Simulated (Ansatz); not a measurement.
# ClFISn radical: small, medium and large basis sets

One table from this session's results is given with a row withheld; the runs are named, their logs left out.

Method: one geometry, several basis sets; program: Ansatz 0.2.0, Gaussian basis.

Levels to be run: PBE0-D4/def2-SVP; ωB97M-V/def2-SVP; PBE0-D4/def2-QZVPP; ωB97M-V/def2-QZVPP; the functionals' def2-TZVPP values are taken from earlier runs.

**The relaxed structure**

An earlier PBE0-D4 in a triple-zeta def2 set relaxation fixed the geometry. Sn, I take the def2 core potential; no spin-orbit term is included.

SMILES `[F][Sn]([Cl])[I]`, 4 atoms, charge 0, spin multiplicity 2.

Atoms are counted from 1 here; the program's logs count them from 0.

Bond lengths: F1–Sn2 1.920 Å, Sn2–Cl3 2.333 Å, Sn2–I4 2.701 Å. Angles: F1–Sn2–Cl3 103.2°, F1–Sn2–I4 107.0°, Cl3–Sn2–I4 111.7°.

The first run:

Contents of in.yaml:

```yaml
crystal:
  periodic: [false, false, false]
  atoms:
    - {symbol: F, position_ang: [-1.114120, -0.698231, 1.333392]}
    - {symbol: Sn, position_ang: [0.134360, 0.447636, 0.430445]}
    - {symbol: Cl, position_ang: [2.007107, -0.916397, 0.160031]}
    - {symbol: I, position_ang: [-0.971848, 1.106692, -1.944168]}
basis:
  gaussian: {orbitals: def2-SVP}
magnetization: {spin_polarized: true, initial_magnetization: 1}
hamiltonian: {xc: pbe0, dispersion: d4}
output: {orbitals: {seedname: orbitals}}
```

Launch:

```bash
> ansatz run in.yaml --threads 4 --pin off --events-out ev --progress --plain --max-ram 10444MiB
```

Steps of the session up to this table: PBE0-D4 in def2-SVP; ωB97M-V in def2-SVP; PBE0-D4 in def2-QZVPP; ωB97M-V in def2-QZVPP.

One of the session's tables, all rows but one given; the rest of the session is left out.

It belongs to the step «Functionals by basis». 

| functional | basis | HOMO (eV) | LUMO (eV) |
| --- | --- | --- | --- |
| PBE0-D4 | def2-SVP | -7.51 | -5.01 |
| PBE0-D4 | def2-TZVPP | -7.58 | -5.06 |
| PBE0-D4 | def2-QZVPP | -7.59 | -5.07 |
| ωB97M-V | def2-SVP | -9.41 | -3.23 |
| ωB97M-V | def2-TZVPP | ? | ? |
| ωB97M-V | def2-QZVPP | -9.54 | -3.37 |

Estimate the missing values for ωB97M-V, def2-TZVPP.

**Answer.** HOMO (eV): -9.52; LUMO (eV): -3.34. In the column «HOMO (eV)» it lies between ωB97M-V, def2-QZVPP (-9.54) and ωB97M-V, def2-SVP (-9.41).
